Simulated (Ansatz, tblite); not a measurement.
**C₁₂H₅F₃S₅: a ladder of methods and basis sets**

The task here is to estimate one member of a computed series from the others.

Method: as each input shows; program: Ansatz 0.2.0, Gaussian basis.

Plan: GFN1-xTB, GFN2-xTB, PBE-D4/def2-TZVP, r2SCAN-D4/def2-TZVP, CAM-B3LYP-D4/def2-TZVP, r2SCANh-D4/def2-TZVP, r2SCAN0-D4/def2-TZVP, PBE-D4/def2-SVP, PBE0-D4/def2-SVP, HF/STO-3G, HF/6-31G, B3LYP-D4/6-31G, MP2/def2-SVP, RPA/def2-SVP.

## The relaxed structure

The geometry is that of the singlet, from an earlier relaxation (r2SCAN-D4/def2-SVP).

SMILES `Fc1cc(-c2sc(-c3sc(S)cc3F)cc2F)sc1S`, 25 atoms, charge 0, spin multiplicity 1.

Bond lengths: F1–C2 1.338 Å, C2–C3 1.410 Å, C2–C19 1.382 Å, C3–C4 1.388 Å, C3–H21 1.089 Å, C4–C5 1.436 Å, C4–S18 1.755 Å, C5–S6 1.744 Å, C5–C16 1.390 Å, S6–C7 1.751 Å, C7–C8 1.435 Å, C7–C15 1.389 Å, C8–S9 1.747 Å, C8–C13 1.388 Å, S9–C10 1.745 Å, C10–S11 1.754 Å, C10–C12 1.381 Å, S11–H22 1.356 Å and more. Angles: F1–C2–C3 123.1°, F1–C2–C19 121.6°, C3–C2–C19 115.3°, C2–C3–C4 111.8°, C2–C3–H21 123.9°, C4–C3–H21 124.3°, C3–C4–C5 128.6°, C3–C4–S18 110.8°, C5–C4–S18 120.6°, C4–C5–S6 123.0°, C4–C5–C16 128.0°, S6–C5–C16 109.0°, C5–S6–C7 92.6°, S6–C7–C8 121.1°, S6–C7–C15 110.8°, C8–C7–C15 128.1°, C7–C8–S9 122.2°, C7–C8–C13 129.1° and more.

PBE0-D4/def2-TZVP was run before; its log isn't repeated, and its numbers join the tables.

Set-up of the first run:

Tight binding, by tblite at 300 K electronic temperature and without a spin-polarisation term:

```python
tblite.interface.Calculator('GFN1-xTB', numbers, positions, charge=0, uhf=0).singlepoint()
```

Tight binding, by tblite at 300 K electronic temperature and without a spin-polarisation term:

```python
tblite.interface.Calculator('GFN2-xTB', numbers, positions, charge=0, uhf=0).singlepoint()
```

start.molden holds the orbitals of an earlier run on this state, given as this run's starting guess.

Input file in.yaml:

```yaml
crystal:
  periodic: [false, false, false]
  atoms:
    - {symbol: F, position_ang: [-6.021258, 1.248457, 0.134350]}
    - {symbol: C, position_ang: [-4.882495, 0.552647, 0.036195]}
    - {symbol: C, position_ang: [-3.607029, 1.149656, 0.114397]}
    - {symbol: C, position_ang: [-2.590959, 0.212892, -0.016688]}
    - {symbol: C, position_ang: [-1.171071, 0.422750, 0.010029]}
    - {symbol: S, position_ang: [-0.014951, -0.873213, -0.154193]}
    - {symbol: C, position_ang: [1.347498, 0.219169, -0.025252]}
    - {symbol: C, position_ang: [2.695994, -0.266112, -0.095373]}
    - {symbol: S, position_ang: [4.075570, 0.800373, 0.009535]}
    - {symbol: C, position_ang: [5.204725, -0.527958, -0.066562]}
    - {symbol: S, position_ang: [6.938048, -0.267710, -0.131032]}
    - {symbol: C, position_ang: [4.553479, -1.736980, -0.210385]}
    - {symbol: C, position_ang: [3.151586, -1.570528, -0.228987]}
    - {symbol: F, position_ang: [2.307276, -2.599898, -0.334855]}
    - {symbol: C, position_ang: [0.916155, 1.529114, 0.139355]}
    - {symbol: C, position_ang: [-0.485667, 1.623118, 0.158425]}
    - {symbol: F, position_ang: [-1.117363, 2.790878, 0.306412]}
    - {symbol: S, position_ang: [-3.251741, -1.396745, -0.242507]}
    - {symbol: C, position_ang: [-4.883786, -0.815640, -0.154538]}
    - {symbol: S, position_ang: [-6.259724, -1.889371, -0.294331]}
    - {symbol: H, position_ang: [-3.443989, 2.216193, 0.262732]}
    - {symbol: H, position_ang: [7.061889, 0.368135, 1.060484]}
    - {symbol: H, position_ang: [5.056459, -2.701935, -0.281672]}
    - {symbol: H, position_ang: [1.577404, 2.390964, 0.243371]}
    - {symbol: H, position_ang: [-7.156042, -0.878246, -0.238917]}
basis:
  gaussian: {orbitals: def2-TZVP, fitting: {mean_field: def2-universal-jkfit}, initial_orbitals: start.molden}
hamiltonian: {xc: pbe, dispersion: d4}
scf: {omitted_lower_state_checks: [starts]}
output: {forces: true, orbitals: {seedname: orbitals}}
```

Launch:

```console
$ ansatz run in.yaml --threads 2 --pin off --events-out ev --progress --plain --max-ram 32768MiB --backend cuda --devices 0, --max-vram 18GiB
```

Among the steps run: PBE-D4/def2-TZVP; r2SCAN-D4/def2-TZVP; CAM-B3LYP-D4/def2-TZVP; r2SCANh-D4/def2-TZVP; r2SCAN0-D4/def2-TZVP; PBE-D4/def2-SVP; PBE0-D4/def2-SVP; HF/STO-3G; HF/6-31G; B3LYP-D4/6-31G; MP2/def2-SVP; RPA/def2-SVP.

One of the session's tables, all rows but one given; the rest of the session is left out.

It belongs to the step «Binding energy». 

| level | binding an atom (eV) |
| --- | --- |
| HF/STO-3G | 3.714 |
| HF/6-31G | 2.790 |
| HF/def2-SVP | 3.324 |
| PBE-D4/def2-SVP | 5.210 |
| PBE-D4/def2-TZVP | 5.136 |
| r2SCAN-D4/def2-TZVP | 4.916 |
| r2SCANh-D4/def2-TZVP | 4.860 |
| B3LYP-D4/6-31G | 4.487 |
| PBE0-D4/def2-SVP | ? |
| PBE0-D4/def2-TZVP | 4.963 |
| r2SCAN0-D4/def2-TZVP | 4.779 |
| CAM-B3LYP-D4/def2-TZVP | 4.829 |
| MP2/def2-SVP | 4.774 |

**Question.** Estimate the row for PBE0-D4/def2-SVP.

The run gave: binding an atom (eV): 5.025. In the column «binding an atom (eV)» it lies between PBE0-D4/def2-TZVP (4.963) and PBE-D4/def2-TZVP (5.136).

Caveats from the session: Free atoms were run apart at each level; binding is atoms less cluster, divided by the number of atoms, without zero-point or spin-orbit terms.
